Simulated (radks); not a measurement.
# Ar³⁺ in [Ne] 3s1.75 3p3 4s0.25: an all-electron calculation

The task here is to estimate one member of a computed series from the others.

Method: scalar-relativistic Kohn-Sham, BLYP, spin-polarised, spherical densities, point nucleus; open shells are filled with parallel spins first. Code: radks (a radial shooting solver on a logarithmic mesh, Libxc functionals) version 1.

**The system**

* element: argon (Z = 18)
* charge: +3
* electrons: 15
* configuration: [Ne] 3s1.75 3p3 4s0.25

The first run:

The run's settings:

```text
Z 18
configuration [Ne] 3s1.75 3p3 4s0.25 3d0 4p0
relativity scalar-relativistic
functional b88,lyp
spin polarised
nucleus point
c 137.035999084
```

Started as:

```
python run_ks.py task.json out
```

The same process makes all the runs of this session.

One table of the session follows, with a row left open; its other results are not shown here.

It belongs to the step «Radial structure». Radial moments (bohr):

| level | <r> | outermost maximum (interpolated) | 90 % within | nodes |
| --- | --- | --- | --- | --- |
| 1s up | 0.08573 | 0.0561 | 0.153 | 0 |
| 1s down | 0.08571 | 0.0561 | 0.153 | 0 |
| 2s up | 0.4136 | 0.338 | 0.646 | 1 |
| 2s down | 0.4134 | 0.338 | 0.645 | 1 |
| 2p up | 0.3756 | 0.280 | 0.622 | 0 |
| 2p down | 0.3755 | 0.280 | 0.622 | 0 |
| 3s up | ? | ? | ? | ? |
| 3s down | 1.293 | 1.12 | 1.93 | 2 |
| 3p up | 1.372 | 1.18 | 2.07 | 1 |
| 3p down | 1.407 | 1.19 | 2.15 | 1 |
| 3d up | 1.611 | 1.28 | 2.57 | 0 |
| 3d down | 1.725 | 1.32 | 2.79 | 0 |
| 4s up | 3.066 | 2.86 | 4.39 | 3 |
| 4p up | 3.428 | 3.20 | 4.94 | 2 |

**Question.** Estimate the row for 3s up.

As computed: <r>: 1.276; outermost maximum (interpolated): 1.12; 90 % within: 1.89; nodes: 2. In the column «<r>» it lies between 2s up (0.4136) and 3s down (1.293).
